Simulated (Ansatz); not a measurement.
# triplet C4H4Si: levels of theory compared

Wanted: a comparison of 6 runs (UHF/cc-pVDZ, UB3LYP/6-31G*, U-revPBE/cc-pVDZ, U-wB97M-V/cc-pVDZ, UBHLYP/cc-pVDZ, UCAM-B3LYP/cc-pVDZ) of triplet C4H4Si. 

The results are computed with Ansatz 0.2.0.

42 further runs of the same task are left out: 42 set aside as unsound or not needed.

### Step 1. The molecule

C4H4Si has 9 atoms, charge 0, and is taken as a triplet. As SMILES of the parent species, `C#C[SiH2]C#C`. The shape is that of a PBE0-D4/def2-TZVP optimisation. That shape belongs to the parent species and isn't relaxed for this state.

Bond lengths: C1–C2 1.205 Å, C2–Si3 1.821 Å, Si3–C4 1.821 Å, C4–C5 1.206 Å, C1–H6 1.066 Å, Si3–H7 1.481 Å, Si3–H8 1.481 Å, C5–H9 1.066 Å. Angles: C1–C2–Si3 179.3°, C2–Si3–C4 109.7°, Si3–C4–C5 179.3°, C2–C1–H6 179.8°, C2–Si3–H7 109.3°, C2–Si3–H8 109.3°, C4–Si3–H7 109.3°, C4–Si3–H8 109.3°, C4–C5–H9 179.8°, H7–Si3–H8 109.9°.

### Step 2. The energy at UHF/cc-pVDZ (run 1)

The input, molecule.yaml:

```yaml
crystal:
  periodic: [false, false, false]
  atoms:
    - {symbol: C, position_ang: [1.986100, -0.068000, 1.693000]}
    - {symbol: C, position_ang: [1.245000, -0.318200, 0.775800]}
    - {symbol: Si, position_ang: [0.139500, -0.713800, -0.616400]}
    - {symbol: C, position_ang: [-1.252900, 0.459600, -0.648400]}
    - {symbol: C, position_ang: [-2.180600, 1.228700, -0.681700]}
    - {symbol: H, position_ang: [2.639600, 0.155600, 2.505100]}
    - {symbol: H, position_ang: [0.896100, -0.611400, -1.885800]}
    - {symbol: H, position_ang: [-0.384600, -2.089300, -0.450100]}
    - {symbol: H, position_ang: [-2.999800, 1.910300, -0.708600]}
basis:
  gaussian:
    orbitals: cc-pVDZ
magnetization:
  spin_polarized: true
  initial_magnetization: 2
hamiltonian:
  xc: hf
accuracy: high
output:
  orbitals: {seedname: orbitals}
```

The run is started by

```bash
$ ansatz run molecule.yaml --threads 1 --pin off --max-ram 3480MiB --events-out events.jsonl --progress --plain --runs-dir runs
```

Output, cut to the lines that bear on the results:

```text
Warning: RAYON_NUM_THREADS=1 ignored (pool sized by the plan → 1); use --threads N
Functional definition: HF
  name "HF"
[...]
2067 factors; integrals over basis functions are off by at most 4.4e-9 eV
[...]
mean field -12040.06077436 eV, -442.4640724112 hartree, gradient 7.0e-8 eV, S^2 2.018562; 5 other end points of the search recorded, 0 dependent functions left out
reference -12040.06077436 eV, -442.4640724112 hartree; 22, 20 occupied and 72, 74 virtual orbitals, 2067 factors
Total energy: -12040.06077436 eV, -442.4640724112 hartree
```

Run time: 14 s. Hardware: 1 thread of AMD EPYC 9R45 (Zen 5), shared host; peak memory 0.47 GiB.

### Step 3. A single-point energy at UB3LYP/6-31G(d) (spherical functions) (run 2)

The input, in.yaml:

```yaml
crystal:
  periodic: [false, false, false]
  atoms:
    - {symbol: C, position_ang: [1.986100, -0.068000, 1.693000]}
    - {symbol: C, position_ang: [1.245000, -0.318200, 0.775800]}
    - {symbol: Si, position_ang: [0.139500, -0.713800, -0.616400]}
    - {symbol: C, position_ang: [-1.252900, 0.459600, -0.648400]}
    - {symbol: C, position_ang: [-2.180600, 1.228700, -0.681700]}
    - {symbol: H, position_ang: [2.639600, 0.155600, 2.505100]}
    - {symbol: H, position_ang: [0.896100, -0.611400, -1.885800]}
    - {symbol: H, position_ang: [-0.384600, -2.089300, -0.450100]}
    - {symbol: H, position_ang: [-2.999800, 1.910300, -0.708600]}
basis:
  gaussian: {orbitals: 6-31G_st_-spherical.json}
accuracy: high
output: {orbitals: {seedname: orbitals}}
magnetization: {spin_polarized: true, initial_magnetization: 2}
hamiltonian: {xc: {name: B3LYP}}
```

The basis set 6-31G* is read from a file made from the Basis Set Exchange's data (not shown).

The run is started by

```bash
$ ansatz run in.yaml --threads 1 --pin off --max-ram 3480MiB --events-out events.jsonl --progress --plain --runs-dir runs
```

Output:

```text
Warning: RAYON_NUM_THREADS=1 ignored (pool sized by the plan → 1); use --threads N
Functional definition: B3LYP
  name "B3LYP"
  parameter a0 = 0.2
  parameter ax = 0.72
  parameter ac = 0.81
  exchange = (1 - a0 - ax)*slater_x + ax*b88_x + a0*exact_x
  correlation = (1 - ac)*vwn_rpa_c + ac*lyp_c
1818 factors; integrals over basis functions are off by at most 3.6e-9 eV
mean field evaluation 1: about -12071.7509 eV, gradient 3.9e1 eV
mean field evaluation 2: about -12059.1395 eV, gradient 5.7e1 eV
mean field evaluation 4: about -12080.1669 eV, gradient 9.3e0 eV
mean field evaluation 8: about -12080.7311 eV, gradient 9.0e-1 eV
mean field evaluation 16: about -12081.0914 eV, gradient 7.6e-1 eV
mean field evaluation 32: about -12081.7519 eV, gradient 8.3e-3 eV
mean field -12081.75193383 eV, -443.9961942625 hartree, gradient 6.8e-8 eV, S^2 2.005017; 4 other end points of the search recorded, 0 dependent functions left out
reference -12081.75197514 eV, -443.9961957808 hartree; 22, 20 occupied and 60, 62 virtual orbitals, 1818 factors
Total energy: -12081.75197514 eV, -443.9961957808 hartree
```

Run time: 11 s. Hardware: 1 thread of AMD EPYC 9R45 (Zen 5), shared host; peak memory 0.41 GiB.

Runs 3 to 5 aren't shown in full; the table further down has their settings and results.

### Step 4. A single-point energy at UCAM-B3LYP/cc-pVDZ (run 6)

The input, in.yaml:

```yaml
crystal:
  periodic: [false, false, false]
  atoms:
    - symbol: C
      position_ang: [1.986100, -0.068000, 1.693000]
    - symbol: C
      position_ang: [1.245000, -0.318200, 0.775800]
    - symbol: Si
      position_ang: [0.139500, -0.713800, -0.616400]
    - symbol: C
      position_ang: [-1.252900, 0.459600, -0.648400]
    - symbol: C
      position_ang: [-2.180600, 1.228700, -0.681700]
    - symbol: H
      position_ang: [2.639600, 0.155600, 2.505100]
    - symbol: H
      position_ang: [0.896100, -0.611400, -1.885800]
    - symbol: H
      position_ang: [-0.384600, -2.089300, -0.450100]
    - symbol: H
      position_ang: [-2.999800, 1.910300, -0.708600]
basis:
  gaussian: {orbitals: cc-pVDZ}
magnetization: {spin_polarized: true, initial_magnetization: 2}
hamiltonian: {xc: {name: CAM-B3LYP}}
accuracy: high
output: {orbitals: {seedname: orbitals}}
```

The run is started by

```bash
$ ansatz run in.yaml --threads 1 --pin off --max-ram 3480MiB --events-out events.jsonl --progress --plain --runs-dir runs
```

Output, cut to the lines that bear on the results:

```text
Warning: RAYON_NUM_THREADS=1 ignored (pool sized by the plan → 1); use --threads N
Functional definition: CAM-B3LYP
  name "CAM-B3LYP"
[...]
2067 factors; integrals over basis functions are off by at most 4.4e-9 eV
462 factors; integrals over basis functions are off by at most 1.9e-9 eV
[...]
mean field -12079.36083787 eV, -443.9083231070 hartree, gradient 5.5e-8 eV, S^2 2.005509; 4 other end points of the search recorded, 0 dependent functions left out
reference -12079.36085931 eV, -443.9083238948 hartree; 22, 20 occupied and 72, 74 virtual orbitals, 2067 factors
Total energy: -12079.36085931 eV, -443.9083238948 hartree
```

Run time: 17 s. Hardware: 1 thread of AMD EPYC 9R45 (Zen 5), shared host; peak memory 0.54 GiB.

### Step 5. Overview of the runs

| run | level | energy (Eh) | HOMO energy (eV) | LUMO energy (eV) | ⟨S²⟩ | wall time |
| --- | --- | --- | --- | --- | --- | --- |
| 1 | UHF/cc-pVDZ | -442.464072 | -6.17 | 0.38 | 2.019 | 14 s |
| 2 | UB3LYP/6-31G* (spherical functions) | -443.996196 | -2.80 | – | 2.005 | 11 s |
| 3 | U-revPBE/cc-pVDZ | -443.901169 | -2.09 | – | 2.005 | 84 s |
| 4 | U-wB97M-V/cc-pVDZ | -443.908247 | -5.11 | -2.88 | 2.004 | 2.1 min |
| 5 | UBHLYP/cc-pVDZ | -443.910975 | -4.21 | -3.64 | 2.007 | 23 s |
| 6 | UCAM-B3LYP/cc-pVDZ | -443.908324 | -4.44 | -3.81 | 2.006 | 17 s |

### Step 6. Outcome

| quantity | value |
| --- | --- |
| run 6: total energy | -443.90832 Eh |
| run 6: HOMO energy (highest over α and β) | -4.44 eV |
| run 6: LUMO energy (lowest over α and β) | -3.81 eV |
| run 6: ⟨S²⟩ | 2.006 |

**Reading.** Totals of different functionals can't be ranked against each other. All runs together took 4.6 min, the longest 2.1 min.
